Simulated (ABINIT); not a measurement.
# AlFe3B (Pm-3m) in ABINIT: single point with PBEsol

Aim: the single point of AlFe3B with PBEsol.

All numbers are computed with ABINIT 10.8.3 (patched build); they aren't measurements. Logs are shortened: lines on timing, memory, paths and dates and some standing lists are left out, and cuts for length are marked. The log counts tension as positive stress, the text compression.

### Step 1. The undisturbed crystal

Symmetry: Pm-3m, No. 221, cubic system. Conventional cell: a = 3.822 Å, b = 3.822 Å, c = 3.822 Å, α = 90.00°, β = 90.00°, γ = 90.00°. Fe (site symmetry 4/mmm) has 2 B at 1.91 Å as nearest neighbours. Around Al (site symmetry m-3m) lie 12 Fe at 2.70 Å. B (site symmetry m-3m) has 6 Fe at 1.91 Å as nearest neighbours.

The cell comes from a database or a generator and needn't be the stable form of this composition.

### Step 2. Single point, PBEsol, collinear spin, ferromagnetic start (atoms moved at random, drawn with an rms of 0.05 Å)

File run.abi:

```
# Pseudopotentials
pp_dirpath "./"
pseudos "Fe.GGA_PBE-JTH.xml, Al.GGA_PBE-JTH.xml, B.GGA_PBE-JTH.xml"

# Structure
acell 3.822322 3.822322 3.822322 Angstrom
rprim
     1.0000000000     0.0000000000     0.0000000000
     0.0000000000     1.0000000000     0.0000000000
     0.0000000000     0.0000000000     1.0000000000
ntypat 3
znucl 26 13 5
natom 5
typat 1 1 1 2 3
xred
     0.0037250000     0.0110320000     0.4896870000
    -0.0003730000     0.5058880000     0.0011130000
     0.5083930000     0.0068460000     0.0026060000
     0.4835450000     0.4985130000     0.4901770000
     0.0109260000     0.0060960000     0.0038780000
chkprim 0
chksymtnons 0
tolsym 1.0e-6

# Plane-wave basis
ecut 26.0
pawecutdg 48.0
pawxcdev 0
pawovlp 30

# k points
kptopt 1
ngkpt 7 7 7
nshiftk 1
shiftk 0.0 0.0 0.0

# Exchange and correlation
ixc -116133

# Bands and occupations
nband 35
occopt 3
tsmear 0.00183747

# Spin
nsppol 2
spinat
     0.0000000000     0.0000000000     3.0000000000
     0.0000000000     0.0000000000     3.0000000000
     0.0000000000     0.0000000000     3.0000000000
     0.0000000000     0.0000000000     0.0000000000
     0.0000000000     0.0000000000     0.0000000000

# SCF cycle
nstep 100
tolvrs 1.0e-9

# Output
iomode 3
prtwf 0
prtden 0
prteig 0
prtebands 0
enunit 2
```

Potentials or basis: JTH PAW PBE v2.0.

Command:

```bash
mpirun --bind-to none -np 4 abinit run.abi > log 2>&1
```

run.abo:

```text
.Version 10.8.3 of ABINIT
 Symmetries : space group P1 (#  1); Bravais aP (primitive triclinic)
================================================================================
 Values of the parameters that define the memory need of the present run
     intxc =       0    ionmov =       0      iscf =      17    lmnmax =      18
     lnmax =       6     mgfft =      36  mpssoang =       3    mqgrid =    3001
     natom =       5  nloc_mem =       2    nspden =       2   nspinor =       1
    nsppol =       2      nsym =       1    n1xccc =       1    ntypat =       3
    occopt =       3   xclevel =       2
       mpw =        2409          nfft =       46656          nkpt =         172
Pmy_natom=         2
 PAW method is used; the additional fine FFT grid is defined by:
   mgfftf=        48    nfftf =    110592
================================================================================
================================================================================

--------------------------------------------------------------------------------
------------- Echo of variables that govern the present computation ------------
--------------------------------------------------------------------------------
 -outvars: echo values of preprocessed input variables --------
            acell      7.2231417450E+00  7.2231417450E+00  7.2231417450E+00 Bohr
              amu      5.58470000E+01  2.69815390E+01  1.08110000E+01
          chkprim           0
      chksymtnons           0
             ecut      2.60000000E+01 Hartree
           enunit           2
                       outvar_i_n : Printing only first  50 k-points.
              ixc     -116133
                       outvar_i_n : Printing only first  50 k-points.
         kptrlatt        7    0    0      0    7    0      0    0    7
          kptrlen      5.05619922E+01
            natom           5
            nband          35
            ngfft          36      36      36
          ngfftdg          48      48      48
             nkpt         172
           nspden           2
           nsppol           2
            nstep         100
             nsym           1
           ntypat           3
                       prtocc : prtvol=0, do not print more k-points.
                       1.000000  1.000000  1.000000  1.000000  1.000000  1.000000
                       1.000000  1.000000  1.000000  1.000000  1.000000  1.000000
                       1.000000  1.000000  1.000000  1.000000  1.000000  1.000000
                       1.000000  1.000000  1.000000  1.000000  1.000000  1.000000
                       1.000000  1.000000  1.000000  0.000000  0.000000  0.000000
                       0.000000  0.000000  0.000000  0.000000  0.000000
                       1.000000  1.000000  1.000000  1.000000  1.000000  1.000000
                       1.000000  1.000000  1.000000  1.000000  1.000000  1.000000
                       1.000000  1.000000  1.000000  1.000000  1.000000  1.000000
                       1.000000  1.000000  1.000000  1.000000  1.000000  1.000000
[... 564 lines left out ...]
 kpt#   1, nband= 35, wtk=  0.00292, kpt=  0.0000  0.0000  0.0000 (reduced coord)
 -78.57689  -78.54750  -78.53771  -44.84619  -44.84486  -44.84304  -44.79503  -44.79194
 -44.78832  -44.63203  -44.62857  -44.62112   -1.94784    2.16159    5.30461    5.31595
   5.33139    5.50564    5.51060    7.00277    7.02276    7.02552    7.27433    7.28081
   7.28834    7.83929    7.85651    8.58771    8.67312    8.67862    8.67874   13.30568
  13.54975   13.61250   13.71686
 prteigrs : prtvol=0 or 1, do not print more k-points.

 Eigenvalues (   eV  ) for nkpt= 172  k points, SPIN DOWN:
 kpt#   1, nband= 35, wtk=  0.00292, kpt=  0.0000  0.0000  0.0000 (reduced coord)
 -76.86727  -76.83366  -76.83028  -43.33367  -43.32611  -43.32509  -42.97200  -42.97144
 -42.96843  -42.96566  -42.96514  -42.96262   -1.93829    2.40857    6.38608    6.39576
   6.40592    6.42843    6.48256    6.97770    7.03450    7.04550    9.01751    9.02732
   9.03134    9.03562    9.04512   10.12846   10.22359   10.22449   10.23224   13.38497
  13.40703   13.43706   14.09172
 prteigrs : prtvol=0 or 1, do not print more k-points.

--- !EnergyTerms
iteration_state     : {dtset: 1, }
comment             : Components of total free energy in Hartree
kinetic             :  3.96699319286390E+01
hartree             :  1.00700050894192E+02
xc                  : -1.25234779514999E+01
Ewald energy        : -2.30731684303107E+02
psp_core            :  1.34381598365247E+01
local_psp           : -2.55465081977028E+02
PAW spherical_terms : -3.31514536130845E+01
internal            : -3.78063555185364E+02
'-kT*entropy'       : -1.05966299202053E-03
total_energy        : -3.78064614848356E+02
total_energy_eV     : -1.02876622605767E+04
...

--- !EnergyTermsDC
iteration_state     : {dtset: 1, }
comment             : '"Double-counting" decomposition of free energy'
band_energy         : -3.97369231040671E+01
Ewald energy        : -2.30731684303107E+02
psp_core            :  1.34381598365247E+01
xc_dc               : -9.72004492400723E+01
PAW spherical_terms : -2.38326582995018E+01
internal            : -3.78063555110223E+02
'-kT*entropy'       : -1.05966299202053E-03
total_energy_dc     : -3.78064614773215E+02
total_energy_dc_eV  : -1.02876622585320E+04
...

--- !EnergyTermsWithPAWCore
iteration_state     : {dtset: 1, }
comment             : 'Components of total free energy, including PAW core contributions'
Total energy        : -4.08197232691256E+03
Total energy DC     : -4.08197232683742E+03
Total energy (eV)   : -1.11076125633023E+05
Total energy DC (eV): -1.11076125630979E+05
...

 Cartesian components of stress tensor (hartree/bohr^3)
  sigma(1 1)=  2.51518007E-04  sigma(3 2)= -3.07206625E-06
  sigma(2 2)=  2.52685212E-04  sigma(3 1)= -1.14082378E-06
  sigma(3 3)=  2.34614648E-04  sigma(2 1)= -4.69352075E-06

-Cartesian components of stress tensor (GPa)         [Pressure= -7.2456E+00 GPa]
- sigma(1 1)=  7.39991525E+00  sigma(3 2)= -9.03833096E-02
- sigma(2 2)=  7.43425561E+00  sigma(3 1)= -3.35641945E-02
- sigma(3 3)=  6.90260125E+00  sigma(2 1)= -1.38088148E-01

== END DATASET(S) ==============================================================
================================================================================

 -outvars: echo values of variables after computation  --------
            acell      7.2231417450E+00  7.2231417450E+00  7.2231417450E+00 Bohr
           etotal     -3.7806461477E+02
            fcart     -3.2475887475E-03 -3.1234423820E-03  2.4281941540E-02
                      -1.4048860554E-03  1.4962767079E-03 -3.8639544611E-03
                       1.3119168712E-03 -1.1140802046E-03 -4.5025773606E-03
                       7.1076488039E-03  3.7585663889E-03  4.4738073046E-03
                      -3.7670908722E-03 -1.0173205102E-03 -2.0389217023E-02
           strten      2.5151800707E-04  2.5268521216E-04  2.3461464765E-04
                      -3.0720662535E-06 -1.1408237818E-06 -4.6935207545E-06
           xangst      1.4238149450E-02  4.2167856304E-02  1.8717413932E+00
                      -1.4257261060E-03  1.9336668319E+00  4.2542443860E-03
                       1.9432417485E+00  2.6167616412E-02  9.9609711320E-03
                       1.8482646915E+00  1.9054772072E+00  1.8736143310E+00
                       4.1762690172E-02  2.3300874912E-02  1.4822964716E-02
             xred      3.7250000000E-03  1.1032000000E-02  4.8968700000E-01
                      -3.7300000000E-04  5.0588800000E-01  1.1130000000E-03
                       5.0839300000E-01  6.8460000000E-03  2.6060000000E-03
                       4.8354500000E-01  4.9851300000E-01  4.9017700000E-01
                       1.0926000000E-02  6.0960000000E-03  3.8780000000E-03
 Calculation completed.
```

Run time: 11 min. Hardware: 4 MPI ranks of Arm Neoverse V2, shared host; peak memory 1.2 GiB.

Results:

```yaml
Free_energy: -10287.6623 eV
Pressure: -7.2 GPa
Largest_force: 1.270 eV/Å
Band_gap_on_the_k_mesh: none (metal or under the smearing width)
Net_moment: 4.11 μB per cell
Site_moments: Fe +1.47, +1.49; Al -0.06; B -0.11 μB
```

Forces on the atoms (eV/Å):
```
Fe  -0.167 -0.161  1.249
Fe  -0.072  0.077 -0.199
Fe   0.067 -0.057 -0.232
Al   0.365  0.193  0.230
B   -0.194 -0.052 -1.048
```

Stress tensor (GPa, compression positive):
```
-7.40  0.14  0.03
 0.14 -7.43  0.09
 0.03  0.09 -6.90
```

Caveat: the PAW data sets were made with another functional, which shifts forces and pressure a little; the atomic spheres overlap.
